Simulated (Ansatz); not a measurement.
# Sr2ZnBi2, space group P-6m2: a comparison of functionals at one structure

With Ansatz's Python interface.

Run as a notebook:

In [1]:
```python
import ansatz as az
from tabulate import tabulate
```

In [2]:
```python
xtal = (
    az.Lattice.of([4.836663, 0.0, 0.0], [-2.418331, 4.188673, 0.0], [0.0, 0.0, 8.837193])
    .atom("Sr", [1 / 3, 2 / 3, 0.715859])
    .atom("Sr", [1 / 3, 2 / 3, 0.284141])
    .atom("Zn", [0.0, 0.0, 0.0])
    .atom("Bi", [0.0, 0.0, 0.5])
    .atom("Bi", [2 / 3, 1 / 3, 0.0])
)
```

In [3]:
```python
calc = (
    xtal.calculation()
    .basis(550)
    .kpoints(6, 6, 3)
    .occupations("Fermi-Dirac")
    .forces()
    .stress()
)
```

In [4]:
```python
rows = []
for value in ["pbesol", "r2scan", "lda"]:
    summary = calc.functional(value).run(threads=1, backend="cpu").report
    rows.append((value, summary["free_energy_ev"] / len(summary["lattice"]["sites"]), summary["n_iterations"], sum(summary["stress_gpa"][i][i] for i in range(3)) / 3, max(abs(f) for row in summary["forces_ev_ang"] for f in row), summary["n_kpoints"]))
```

In [5]:
```python
print(tabulate(rows, headers=["functional", "F/atom (eV)", "iterations", "P (GPa)", "max component (eV/A)", "k-points"], floatfmt=".4f", tablefmt="grid"))
```
```text
+--------------+---------------+--------------+-----------+------------------------+------------+
| functional   |   F/atom (eV) |   iterations |   P (GPa) |   max component (eV/A) |   k-points |
+==============+===============+==============+===========+========================+============+
| pbesol       |    -6950.4440 |           10 |   -1.9472 |                 0.1387 |         14 |
+--------------+---------------+--------------+-----------+------------------------+------------+
| r2scan       |    -7052.3261 |           10 |   -1.0492 |                 0.0398 |         14 |
+--------------+---------------+--------------+-----------+------------------------+------------+
| lda          |    -6861.9058 |            9 |   -3.2067 |                 0.0914 |         14 |
+--------------+---------------+--------------+-----------+------------------------+------------+
```

From lowest to highest: LDA (-3.2 GPa), PBEsol (-1.9 GPa) and r2SCAN (-1.0 GPa). At a fixed cell a lower pressure usually means a smaller equilibrium volume, so LDA prefers the smallest cell and r2SCAN the largest.

The mesh is modest for a metal, so energies can be off by several to tens of meV an atom and pressures by half a GPa or more; differences at equal mesh fare better. Pressure is positive in compression. Spin-orbit coupling, which matters for elements this heavy, is left out. This cell is a computed structure, which may not be the phase found in nature. Total energies of different functionals can't be compared; pressures, moments and gaps at this one structure can. The whole script took 88 s on 1 thread of Arm Neoverse N1 (shared host), peak memory 0.96 GiB.
